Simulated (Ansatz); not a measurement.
**The pair Br···H₂Se, charge −1: a pair, distance and slip**

A grid of calculations on the pair Br···H₂Se, charge −1, to see where the energy is lowest and how it rises around there.

The runs use Ansatz 0.2.0; RHF/def2-TZVPD.

**1. Where the work starts**

4 atoms, charge -1, spin multiplicity 1.

Atoms are counted from 1 here; the program's logs count them from 0.

Bond lengths: Se2–H3 1.484 Å, Se2–H4 1.625 Å. Angles: H3–Se2–H4 91.4°.

Coordinates:

```xyz
4
BrH2Se
Br    0.5712   -0.7102   -2.1508
Se    0.0377   -0.0378    1.3477
H    -0.8828    1.0836    1.0355
H     0.2739   -0.3355   -0.2323
```

**5. The grid**

First coordinate, separation of Se2 and Br1 along their line in the relaxed pair: 15 values from 3.437 to 6.037 Å. Second coordinate, sideways slip of Br1: 15 values from −2.200 Å.

Nothing else is relaxed (both partners rigid). Energies count from the ion and the molecule far apart, frozen as in the relaxed pair, each in its own basis (no counterpoise correction). Points are written as (first, second).

(The set-up runs are not shown.)

**6. Grid point (4.053 Å, 0.000 Å)**

input.yaml reads:

```yaml
crystal:
  periodic: [false, false, false]
  atoms:
    - { symbol: Br, position_ang: [0.648511, -0.806628, -2.504654] }
    - { symbol: Se, position_ang: [0.003364, 0.004539, 1.413586] }
    - { symbol: H, position_ang: [-0.902015, 1.107678, 1.133337] }
    - { symbol: H, position_ang: [0.243902, -0.297646, -0.004386] }
total_charge: -1
basis:
  gaussian: { orbitals: def2-TZVPD }
hamiltonian:
  xc: hf
output:
  forces: true
```

On the command line:

```
$ ansatz run input.yaml --threads 1 --pin off --max-ram 2560MiB --backend cpu --events-out ev --progress --plain --runs-dir out
```

Further runs follow: the other points that were computed.

**Question.** What will these runs give? Wanted: lowest point; highest computed point; largest force on an atom.

As calculated:

```
                       quantity                                                                               value
                   lowest point                                                      (4.053 Å, 0.000 Å), −2352 cm⁻¹
         highest computed point                                      (3.437 Å, 0.000 Å), 2358 cm⁻¹ above the lowest
largest force on an atom (eV/Å)  0.04 at (4.053 Å, 0.000 Å) to 1.54 at (3.437 Å, 0.000 Å); 0.04 at the lowest point
        time for the whole task                                                     21 min on 1 thread, shared host
```

What this shows: The lowest computed point is at (4.053 Å, 0.000 Å), −2352 cm⁻¹ from the ion and the molecule far apart, frozen as in the relaxed pair, each in its own basis (no counterpoise correction). The grid shows no well of another kind. The highest computed point, (3.437 Å, 0.000 Å), lies 2358 cm⁻¹ above the lowest. Round the minimum the two coordinates are nearly uncoupled. No counterpoise correction was made, so wells between separate parts tend to come out somewhat too deep.
